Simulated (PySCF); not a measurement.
# C8H10Se: the cost of one run

Programs: PySCF 2.14.0, with routines of our own; each step states its level. All values are computed. Atoms count from 0.

## Step 1: The system as given

19 atoms, charge 0, multiplicity 1; geometry from: GFN2-xTB.

## Step 2: Optimising the geometry at PBE0-D3(BJ)/def2-SVP

The job: settings as JSON, then the geometry in Å.

```
{"job": {"xc": "PBE0", "basis": "def2-SVP", "d3": "d3bj", "grid": 1, "maxiter": 30, "shake": 0.01, "kind": "geom"}, "charge": 0, "multiplicity": 1}
C      3.674420    -0.595230    -0.630410
Se     2.842150     0.977310     0.233010
C      0.960940     0.547790     0.121690
C      0.542040    -0.701830    -0.225720
C     -0.857210    -0.939850    -0.284020
C     -1.770010     0.074490     0.025740
C     -3.230210    -0.199510    -0.006560
C     -1.262060     1.327270     0.380020
C      0.077810     1.569170     0.455730
H      3.202510    -0.707730    -1.605630
H      4.703650    -0.348290    -0.729550
H      3.531130    -1.454730    -0.010740
H      1.162770    -1.496720    -0.467180
H     -1.231200    -1.911000    -0.545370
H     -3.797520     0.698710    -0.238770
H     -3.479360    -0.944200    -0.739000
H     -3.573690    -0.545610     0.964750
H     -1.978750     2.123650     0.626090
H      0.451850     2.533370     0.711820
```

The run is started by

```
$ OMP_NUM_THREADS=1 python heavy_run.py task.json out
```

The driver reads the jobs from task.json and runs them one after another.

**Question.** How long does this first job take on 1 thread of Arm Neoverse V2, shared host, and how much memory does it need?

About 2.5 min, with a peak of 0.9 GiB.
